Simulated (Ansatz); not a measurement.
# C3H8B2OS: the cost of one run

Method: RKS B3LYP-D4/def2-SVP, in Ansatz 0.2.0.

## 1. The system as given

Bond lengths (14 of 15 bonds, heavy atoms first): B1–S2 1.882 Å, S2–B3 1.893 Å, B3–C4 1.504 Å, C4–C5 1.478 Å, C5–O6 1.420 Å, B3–C7 1.607 Å, O6–C7 1.430 Å, B1–H8 1.128 Å, B1–H9 1.196 Å, C4–H10 1.186 Å, C4–H11 1.069 Å, C5–H12 1.119 Å, C5–H13 1.171 Å, C7–H14 1.130 Å. Angles (14 of 26 angles, heavy atoms first): B1–S2–B3 93.0°, S2–B3–C4 121.2°, S2–B3–C7 118.5°, C4–B3–C7 104.3°, B3–C4–C5 105.1°, C4–C5–O6 110.7°, C5–O6–C7 107.2°, B3–C7–O6 105.9°, S2–B1–H8 120.6°, S2–B1–H9 117.3°, B3–C4–H10 105.6°, B3–C4–H11 115.4°, C5–C4–H10 108.1°, C5–C4–H11 114.4°.

Coordinates:

```xyz
15

B    -0.1477   -2.9646   -0.8045
S     1.0201   -1.5424   -1.1993
B     0.0754   -0.3299   -0.0949
C    -0.5784    0.8984   -0.6660
C    -0.1514    2.0069    0.2136
O     0.2826    1.5111    1.4711
C     0.7782    0.1870    1.2549
H     0.0368   -3.6265    0.0899
H    -1.1555   -3.0413   -1.4433
H    -1.7436    0.7372   -0.5161
H    -0.4055    1.0686   -1.7067
H     0.7133    2.5516   -0.2422
H    -1.0158    2.7771    0.3875
H     0.4117   -0.4557    2.1092
H     1.8580    0.1715    1.1761
```

## 2. Relaxing end A

input.yaml reads:

```yaml
crystal:
  periodic: [false, false, false]
  atoms:
    - { symbol: B, position_ang: [-0.1477, -2.9646, -0.8045] }
    - { symbol: S, position_ang: [1.0201, -1.5424, -1.1993] }
    - { symbol: B, position_ang: [0.0754, -0.3299, -0.0949] }
    - { symbol: C, position_ang: [-0.5784, 0.8984, -0.666] }
    - { symbol: C, position_ang: [-0.1514, 2.0069, 0.2136] }
    - { symbol: O, position_ang: [0.2826, 1.5111, 1.4711] }
    - { symbol: C, position_ang: [0.7782, 0.187, 1.2549] }
    - { symbol: H, position_ang: [0.0368, -3.6265, 0.0899] }
    - { symbol: H, position_ang: [-1.1555, -3.0413, -1.4433] }
    - { symbol: H, position_ang: [-1.7436, 0.7372, -0.5161] }
    - { symbol: H, position_ang: [-0.4055, 1.0686, -1.7067] }
    - { symbol: H, position_ang: [0.7133, 2.5516, -0.2422] }
    - { symbol: H, position_ang: [-1.0158, 2.7771, 0.3875] }
    - { symbol: H, position_ang: [0.4117, -0.4557, 2.1092] }
    - { symbol: H, position_ang: [1.858, 0.1715, 1.1761] }
basis:
  gaussian: { orbitals: def2-SVP }
hamiltonian:
  xc: b3lyp
  dispersion: d4
relax:
  f_tol: 0.015
  max_steps: 40
```

Launch:

```sh
$ ansatz run input.yaml --threads 2 --pin off --max-ram 3072MiB --backend cpu --events-out ev --progress --plain --runs-dir out
```

Q: Estimate wall time and peak memory on 2 threads of Arm Neoverse V2, shared host.

About 2.2 min, with a peak of 0.42 GiB.
